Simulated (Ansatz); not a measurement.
Born–Oppenheimer molecular dynamics of a periodic cell of 22 atoms, RbLaTa₂O₇ (host RbLaTa2O7, host structure P4/mmm). It goes on from the last frame of an earlier run, with new velocities.

The calculation used DFT r2SCAN, scalar-relativistic, plane waves, PAW in Ansatz 0.2.0. Settings: accuracy low, cutoff 500 eV, k mesh 2x2x1, fermi-dirac smearing 0.05 eV, no spin polarisation.

```yaml
ensemble: NVE (velocity Verlet)
time_step: 1 fs
steps_asked: 360
starting_velocities_drawn_for: 1950 K
seed: 292489
```

Frames 1 fs apart, positions in Å, forces in eV/Å.

Velocities at 320 fs (Å/ps):

```
Rb -2.37 -0.67 -1.01
La -3.19 -5.08 1.57
Ta -2.02 2.78 -0.58
Ta 1.50 2.04 0.03
O 1.82 -3.39 -12.63
O 2.27 5.03 10.46
O 0.82 -7.02 0.18
O 4.92 -6.24 -0.12
O 13.05 13.86 4.29
O 0.74 3.17 3.01
O -3.95 -35.63 3.73
Rb -4.08 -6.62 4.23
La 3.08 2.26 -3.54
Ta 0.49 0.24 1.43
Ta -0.46 1.40 0.57
O 5.09 17.49 -7.45
O 6.59 6.92 3.38
O -0.33 5.81 -2.81
O 9.71 -17.54 -5.07
O -1.67 6.63 -6.76
O 1.85 3.51 -15.23
O 0.24 -2.23 8.45
```

```xyz
22
Lattice="-3.9495 -3.9495 0.0000 3.9495 -3.9495 0.0000 0.0000 0.0000 11.4276" Properties=species:S:1:pos:R:3:forces:R:3 time_fs=320 energy_less_start_eV=1.321 T=1464
Rb 1.742 -2.173 5.952 0.27 0.04 0.40
La 1.804 -1.806 0.261 0.86 -0.32 -1.25
Ta -0.053 -3.920 2.369 0.02 0.17 -0.55
Ta -0.144 -3.792 9.224 2.43 0.20 -2.65
O -0.018 -4.079 0.146 -0.34 1.42 1.38
O -0.181 -1.857 1.879 -0.27 -2.25 1.83
O 1.910 -3.757 1.912 -1.46 -0.23 -0.20
O -0.284 -1.656 9.157 1.10 -0.64 1.60
O 1.706 -3.751 9.517 1.61 0.60 0.86
O 0.266 -4.155 4.124 -0.74 0.55 -1.07
O -0.038 -3.931 7.405 -0.91 -0.27 1.42
Rb -1.847 -2.168 5.584 -0.33 0.14 0.42
La -1.907 -1.724 0.135 -1.17 0.65 -1.27
Ta -0.149 0.140 2.482 -0.40 -1.95 -0.46
Ta 0.091 0.291 9.224 -1.89 -1.18 -1.30
O -0.257 -0.169 0.055 1.21 0.50 -0.38
O -0.005 -6.008 1.939 0.72 3.00 -0.35
O -2.096 -4.175 2.146 0.94 0.97 0.59
O -0.279 -5.769 9.845 -0.31 -0.27 -1.06
O -1.970 -3.491 9.843 -2.70 -0.94 0.13
O -0.722 0.302 4.151 1.40 -0.62 0.45
O 0.242 0.372 7.413 -0.01 0.43 1.46
22
Lattice="-3.9495 -3.9495 0.0000 3.9495 -3.9495 0.0000 0.0000 0.0000 11.4276" Properties=species:S:1:pos:R:3:forces:R:3 time_fs=321 energy_less_start_eV=1.226 T=1499
Rb 1.740 -2.174 5.950 0.27 0.03 0.42
La 1.801 -1.811 0.262 0.93 -0.31 -1.32
Ta -0.055 -3.917 2.369 0.09 0.04 -0.39
Ta -0.142 -3.789 9.224 2.54 0.14 -2.47
O -0.017 -4.082 0.134 -0.35 1.46 1.43
O -0.178 -1.852 1.890 -0.26 -2.30 1.69
O 1.911 -3.764 1.913 -1.48 -0.17 -0.25
O -0.279 -1.663 9.157 1.06 -0.76 1.58
O 1.720 -3.736 9.521 1.27 0.50 0.78
O 0.267 -4.152 4.126 -0.78 0.58 -1.20
O -0.042 -3.967 7.409 -0.87 -0.16 1.40
Rb -1.851 -2.175 5.588 -0.34 0.15 0.43
La -1.904 -1.722 0.131 -1.18 0.67 -1.30
Ta -0.149 0.140 2.483 -0.21 -1.76 -1.13
Ta 0.091 0.293 9.225 -1.90 -1.29 -1.08
O -0.251 -0.151 0.048 1.14 0.29 -0.24
O 0.002 -6.000 1.943 0.65 2.85 -0.32
O -2.096 -4.169 2.143 1.01 0.95 0.60
O -0.269 -5.787 9.840 -0.36 0.25 -0.94
O -1.973 -3.484 9.836 -2.43 -1.02 0.14
O -0.720 0.305 4.136 1.20 -0.56 1.11
O 0.243 0.370 7.422 0.01 0.43 1.07
22
Lattice="-3.9495 -3.9495 0.0000 3.9495 -3.9495 0.0000 0.0000 0.0000 11.4276" Properties=species:S:1:pos:R:3:forces:R:3 time_fs=322 energy_less_start_eV=1.146 T=1528
Rb 1.738 -2.175 5.949 0.28 0.01 0.44
La 1.798 -1.816 0.263 0.99 -0.29 -1.40
Ta -0.057 -3.915 2.368 0.14 -0.09 -0.23
Ta -0.141 -3.788 9.224 2.62 0.10 -2.26
O -0.015 -4.085 0.123 -0.36 1.50 1.45
O -0.176 -1.849 1.902 -0.25 -2.31 1.55
O 1.910 -3.772 1.913 -1.45 -0.09 -0.28
O -0.273 -1.669 9.158 1.01 -0.89 1.56
O 1.734 -3.722 9.526 0.93 0.39 0.69
O 0.267 -4.148 4.128 -0.81 0.61 -1.29
O -0.047 -4.003 7.414 -0.82 -0.06 1.37
Rb -1.855 -2.181 5.592 -0.34 0.15 0.43
La -1.901 -1.720 0.127 -1.18 0.69 -1.32
Ta -0.148 0.140 2.485 -0.01 -1.56 -1.85
Ta 0.090 0.294 9.225 -1.91 -1.42 -0.83
O -0.245 -0.133 0.040 1.06 0.08 -0.08
O 0.009 -5.990 1.946 0.57 2.64 -0.28
O -2.095 -4.162 2.141 1.04 0.91 0.60
O -0.260 -5.804 9.834 -0.41 0.80 -0.81
O -1.977 -3.479 9.829 -2.10 -1.10 0.14
O -0.717 0.308 4.121 0.98 -0.49 1.80
O 0.243 0.368 7.432 0.04 0.42 0.63
22
Lattice="-3.9495 -3.9495 0.0000 3.9495 -3.9495 0.0000 0.0000 0.0000 11.4276" Properties=species:S:1:pos:R:3:forces:R:3 time_fs=323 energy_less_start_eV=1.087 T=1550
Rb 1.735 -2.175 5.949 0.28 0.00 0.45
La 1.795 -1.821 0.265 1.06 -0.27 -1.46
Ta -0.059 -3.912 2.368 0.18 -0.20 -0.10
Ta -0.139 -3.785 9.224 2.67 0.08 -2.05
O -0.014 -4.086 0.112 -0.37 1.52 1.43
O -0.175 -1.848 1.915 -0.24 -2.28 1.40
O 1.909 -3.779 1.912 -1.38 -0.02 -0.32
O -0.267 -1.677 9.161 0.96 -1.01 1.53
O 1.749 -3.708 9.532 0.58 0.27 0.61
O 0.266 -4.144 4.130 -0.83 0.64 -1.34
O -0.052 -4.039 7.420 -0.77 0.05 1.32
Rb -1.860 -2.188 5.597 -0.35 0.16 0.44
La -1.898 -1.717 0.123 -1.18 0.70 -1.34
Ta -0.148 0.140 2.486 0.19 -1.34 -2.60
Ta 0.089 0.295 9.226 -1.93 -1.59 -0.57
O -0.238 -0.115 0.032 0.97 -0.14 0.10
O 0.017 -5.979 1.949 0.48 2.37 -0.23
O -2.094 -4.155 2.139 1.05 0.88 0.60
O -0.251 -5.821 9.828 -0.46 1.38 -0.66
O -1.982 -3.474 9.823 -1.73 -1.18 0.15
O -0.713 0.311 4.108 0.77 -0.42 2.48
O 0.243 0.366 7.442 0.06 0.42 0.15
22
Lattice="-3.9495 -3.9495 0.0000 3.9495 -3.9495 0.0000 0.0000 0.0000 11.4276" Properties=species:S:1:pos:R:3:forces:R:3 time_fs=324 energy_less_start_eV=1.051 T=1563
Rb 1.733 -2.176 5.948 0.29 -0.01 0.47
La 1.792 -1.826 0.266 1.12 -0.26 -1.53
Ta -0.061 -3.909 2.367 0.21 -0.31 0.03
Ta -0.137 -3.783 9.223 2.68 0.07 -1.82
O -0.013 -4.086 0.103 -0.38 1.54 1.40
O -0.173 -1.847 1.929 -0.23 -2.21 1.26
O 1.906 -3.786 1.912 -1.26 0.06 -0.34
O -0.259 -1.685 9.164 0.91 -1.12 1.50
O 1.764 -3.693 9.538 0.24 0.14 0.52
O 0.265 -4.140 4.130 -0.84 0.66 -1.34
O -0.058 -4.075 7.427 -0.71 0.16 1.28
Rb -1.864 -2.194 5.601 -0.36 0.16 0.44
La -1.896 -1.715 0.120 -1.19 0.71 -1.36
Ta -0.148 0.140 2.487 0.39 -1.12 -3.33
Ta 0.088 0.296 9.226 -1.95 -1.79 -0.30
O -0.231 -0.098 0.025 0.89 -0.35 0.30
O 0.025 -5.967 1.951 0.38 2.05 -0.18
O -2.092 -4.147 2.137 1.01 0.83 0.60
O -0.242 -5.837 9.821 -0.52 1.98 -0.50
O -1.988 -3.469 9.816 -1.33 -1.25 0.15
O -0.709 0.314 4.096 0.55 -0.35 3.12
O 0.244 0.365 7.452 0.09 0.41 -0.35
22
Lattice="-3.9495 -3.9495 0.0000 3.9495 -3.9495 0.0000 0.0000 0.0000 11.4276" Properties=species:S:1:pos:R:3:forces:R:3 time_fs=325 energy_less_start_eV=1.038 T=1568
Rb 1.731 -2.176 5.947 0.30 -0.01 0.48
La 1.789 -1.831 0.267 1.18 -0.23 -1.59
Ta -0.063 -3.906 2.366 0.23 -0.41 0.14
Ta -0.135 -3.781 9.223 2.67 0.06 -1.59
O -0.012 -4.085 0.094 -0.39 1.55 1.34
O -0.171 -1.849 1.944 -0.21 -2.10 1.12
O 1.903 -3.793 1.911 -1.09 0.14 -0.36
O -0.252 -1.694 9.168 0.85 -1.20 1.46
O 1.779 -3.678 9.544 -0.08 0.01 0.44
O 0.264 -4.135 4.130 -0.85 0.67 -1.30
O -0.064 -4.110 7.434 -0.66 0.27 1.22
Rb -1.868 -2.201 5.606 -0.36 0.17 0.44
La -1.893 -1.712 0.116 -1.20 0.70 -1.37
Ta -0.147 0.140 2.488 0.57 -0.90 -4.02
Ta 0.087 0.297 9.226 -1.98 -2.02 -0.04
O -0.223 -0.080 0.017 0.80 -0.55 0.51
O 0.033 -5.953 1.954 0.29 1.69 -0.13
O -2.090 -4.139 2.136 0.95 0.79 0.59
O -0.233 -5.852 9.813 -0.56 2.58 -0.33
O -1.996 -3.466 9.810 -0.91 -1.31 0.16
O -0.705 0.316 4.086 0.36 -0.28 3.69
O 0.244 0.364 7.462 0.11 0.39 -0.87
22
Lattice="-3.9495 -3.9495 0.0000 3.9495 -3.9495 0.0000 0.0000 0.0000 11.4276" Properties=species:S:1:pos:R:3:forces:R:3 time_fs=326 energy_less_start_eV=1.044 T=1566
Rb 1.729 -2.177 5.946 0.30 -0.02 0.49
La 1.786 -1.836 0.268 1.23 -0.21 -1.65
Ta -0.065 -3.904 2.366 0.24 -0.49 0.23
Ta -0.133 -3.779 9.223 2.62 0.04 -1.36
O -0.011 -4.084 0.086 -0.40 1.56 1.27
O -0.170 -1.851 1.959 -0.19 -1.94 0.97
O 1.900 -3.801 1.911 -0.88 0.22 -0.38
O -0.244 -1.703 9.173 0.79 -1.26 1.42
O 1.795 -3.663 9.550 -0.39 -0.13 0.37
O 0.262 -4.130 4.128 -0.84 0.68 -1.23
O -0.070 -4.146 7.442 -0.60 0.38 1.16
Rb -1.872 -2.207 5.610 -0.37 0.17 0.44
La -1.890 -1.710 0.112 -1.22 0.69 -1.38
Ta -0.146 0.139 2.489 0.72 -0.68 -4.61
Ta 0.086 0.298 9.227 -2.01 -2.25 0.21
O -0.214 -0.063 0.010 0.72 -0.74 0.73
O 0.041 -5.938 1.957 0.18 1.29 -0.09
O -2.087 -4.130 2.135 0.84 0.74 0.58
O -0.225 -5.865 9.806 -0.61 3.17 -0.15
O -2.003 -3.463 9.804 -0.48 -1.36 0.18
O -0.700 0.318 4.079 0.20 -0.21 4.16
O 0.244 0.363 7.471 0.14 0.37 -1.37
22
Lattice="-3.9495 -3.9495 0.0000 3.9495 -3.9495 0.0000 0.0000 0.0000 11.4276" Properties=species:S:1:pos:R:3:forces:R:3 time_fs=327 energy_less_start_eV=1.064 T=1558
Rb 1.727 -2.178 5.946 0.31 -0.02 0.50
La 1.784 -1.841 0.269 1.28 -0.18 -1.70
Ta -0.067 -3.901 2.365 0.24 -0.56 0.32
Ta -0.130 -3.777 9.222 2.56 0.01 -1.13
O -0.011 -4.081 0.079 -0.40 1.57 1.18
O -0.169 -1.855 1.975 -0.17 -1.74 0.83
O 1.896 -3.808 1.909 -0.64 0.30 -0.39
O -0.235 -1.713 9.179 0.73 -1.29 1.37
O 1.810 -3.648 9.557 -0.66 -0.28 0.30
O 0.260 -4.124 4.126 -0.83 0.68 -1.12
O -0.077 -4.181 7.451 -0.54 0.50 1.09
Rb -1.877 -2.214 5.615 -0.37 0.17 0.43
La -1.888 -1.707 0.107 -1.24 0.67 -1.38
Ta -0.146 0.139 2.489 0.83 -0.48 -5.08
Ta 0.085 0.299 9.227 -2.05 -2.48 0.44
O -0.206 -0.046 0.003 0.63 -0.93 0.96
O 0.049 -5.923 1.959 0.08 0.87 -0.05
O -2.083 -4.121 2.135 0.71 0.69 0.56
O -0.217 -5.877 9.799 -0.64 3.72 0.02
O -2.011 -3.461 9.798 -0.04 -1.40 0.20
O -0.695 0.320 4.073 0.08 -0.16 4.48
O 0.245 0.362 7.479 0.16 0.34 -1.85
22
Lattice="-3.9495 -3.9495 0.0000 3.9495 -3.9495 0.0000 0.0000 0.0000 11.4276" Properties=species:S:1:pos:R:3:forces:R:3 time_fs=328 energy_less_start_eV=1.092 T=1548
Rb 1.724 -2.178 5.945 0.32 -0.02 0.50
La 1.781 -1.847 0.270 1.33 -0.15 -1.74
Ta -0.069 -3.898 2.364 0.23 -0.62 0.39
Ta -0.128 -3.775 9.221 2.47 -0.05 -0.91
O -0.011 -4.078 0.072 -0.40 1.57 1.09
O -0.167 -1.859 1.991 -0.14 -1.49 0.69
O 1.891 -3.814 1.908 -0.38 0.38 -0.40
O -0.226 -1.724 9.185 0.66 -1.26 1.32
O 1.825 -3.634 9.564 -0.91 -0.42 0.24
O 0.257 -4.118 4.124 -0.81 0.68 -0.98
O -0.084 -4.216 7.461 -0.49 0.62 1.02
Rb -1.881 -2.220 5.619 -0.38 0.17 0.42
La -1.885 -1.704 0.103 -1.27 0.65 -1.38
Ta -0.145 0.139 2.490 0.89 -0.28 -5.38
Ta 0.084 0.300 9.228 -2.10 -2.69 0.63
O -0.196 -0.030 -0.003 0.55 -1.10 1.18
O 0.058 -5.906 1.962 -0.02 0.42 -0.01
O -2.079 -4.112 2.135 0.55 0.63 0.54
O -0.209 -5.886 9.791 -0.65 4.21 0.18
O -2.019 -3.460 9.792 0.37 -1.43 0.22
O -0.691 0.322 4.071 0.01 -0.12 4.64
O 0.245 0.362 7.487 0.18 0.31 -2.27
22
Lattice="-3.9495 -3.9495 0.0000 3.9495 -3.9495 0.0000 0.0000 0.0000 11.4276" Properties=species:S:1:pos:R:3:forces:R:3 time_fs=329 energy_less_start_eV=1.121 T=1538
Rb 1.722 -2.179 5.944 0.32 -0.02 0.51
La 1.778 -1.852 0.271 1.37 -0.12 -1.79
Ta -0.071 -3.896 2.364 0.21 -0.67 0.44
Ta -0.125 -3.773 9.220 2.37 -0.13 -0.69
O -0.011 -4.073 0.066 -0.40 1.57 1.00
O -0.166 -1.865 2.008 -0.12 -1.22 0.54
O 1.886 -3.821 1.907 -0.09 0.46 -0.41
O -0.216 -1.736 9.193 0.60 -1.19 1.26
O 1.839 -3.619 9.570 -1.12 -0.56 0.19
O 0.253 -4.111 4.120 -0.79 0.67 -0.81
O -0.092 -4.251 7.471 -0.43 0.74 0.94
Rb -1.885 -2.227 5.624 -0.38 0.18 0.41
La -1.883 -1.702 0.099 -1.30 0.61 -1.37
Ta -0.145 0.139 2.489 0.89 -0.09 -5.49
Ta 0.083 0.300 9.228 -2.15 -2.86 0.77
O -0.187 -0.014 -0.009 0.47 -1.25 1.39
O 0.066 -5.890 1.964 -0.12 -0.03 0.00
O -2.075 -4.102 2.135 0.35 0.57 0.52
O -0.202 -5.893 9.784 -0.65 4.61 0.33
O -2.027 -3.459 9.786 0.77 -1.44 0.25
O -0.686 0.323 4.071 0.00 -0.11 4.62
O 0.246 0.362 7.493 0.19 0.27 -2.62
```

Of the whole run (360 fs, mean temperature of the second half 1383 K): The conserved energy stayed within 0.23 meV per atom of its start (net change 0.042 meV per atom), so the integration is sound. A run of 0.36 ps of so small a system gives no equilibrium averages. Limits of this set-up: coarse k mesh, low accuracy level.

Run time: 20 min on 2 threads of AMD EPYC 9R45 96-Core Processor (Zen 5), with other jobs on the host, peak memory 1.5 GiB.
